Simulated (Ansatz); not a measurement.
# SnClF2 radical: how energies converge with the basis set

Aim: see how fast density functionals converge with the basis set for SnClF2 radical.

Computed with Ansatz 0.2.0, Gaussian basis. Level: one geometry, several basis sets.

Levels to be run: PBE0-D4/def2-SVP; ωB97M-V/def2-SVP; PBE0-D4/def2-QZVPP; ωB97M-V/def2-QZVPP; the functionals' def2-TZVPP values are taken from earlier runs.

### 1 The geometry

An earlier PBE0-D4 in a triple-zeta def2 set relaxation fixed the geometry. Sn takes the def2 core potential; no spin-orbit term is included.

SMILES `[F][Sn]([F])[Cl]`, 4 atoms, charge 0, spin multiplicity 2.

Atoms are counted from 1 here; the program's logs count them from 0.

Bond lengths: F1–Sn2 1.912 Å, Sn2–F3 1.912 Å, Sn2–Cl4 2.322 Å. Angles: F1–Sn2–F3 103.5°, F1–Sn2–Cl4 107.8°, F3–Sn2–Cl4 107.8°.

### 2 PBE0-D4 in def2-SVP

File in.yaml:

```yaml
crystal:
  periodic: [false, false, false]
  atoms:
    - {symbol: F, position_ang: [-0.930353, -0.513250, 1.457411]}
    - {symbol: Sn, position_ang: [0.240047, 0.444747, 0.288503]}
    - {symbol: F, position_ang: [1.640951, -0.807439, -0.062823]}
    - {symbol: Cl, position_ang: [-0.895146, 0.815543, -1.703392]}
basis:
  gaussian: {orbitals: def2-SVP}
magnetization: {spin_polarized: true, initial_magnetization: 1}
hamiltonian: {xc: pbe0, dispersion: d4}
output: {orbitals: {seedname: orbitals}}
```

Launch:

```sh
ansatz run in.yaml --threads 4 --pin off --events-out ev --progress --plain --max-ram 10444MiB
```

After this run come: ωB97M-V in def2-SVP; PBE0-D4 in def2-QZVPP; ωB97M-V in def2-QZVPP.

Q: Predict the results of all the runs planned. Wanted: PBE0-D4: double and triple zeta above quadruple; ωB97M-V: double and triple zeta above quadruple.

The runs gave:

```
                                       quantity           value
PBE0-D4: double and triple zeta above quadruple  12.54, 0.77 eV
ωB97M-V: double and triple zeta above quadruple  12.61, 0.73 eV
```

What this shows: PBE0-D4 gains 11.77 eV from double to triple zeta, then 0.77 eV more. These are total energies; as a rule much of such shifts cancels in differences, which this series doesn't test.
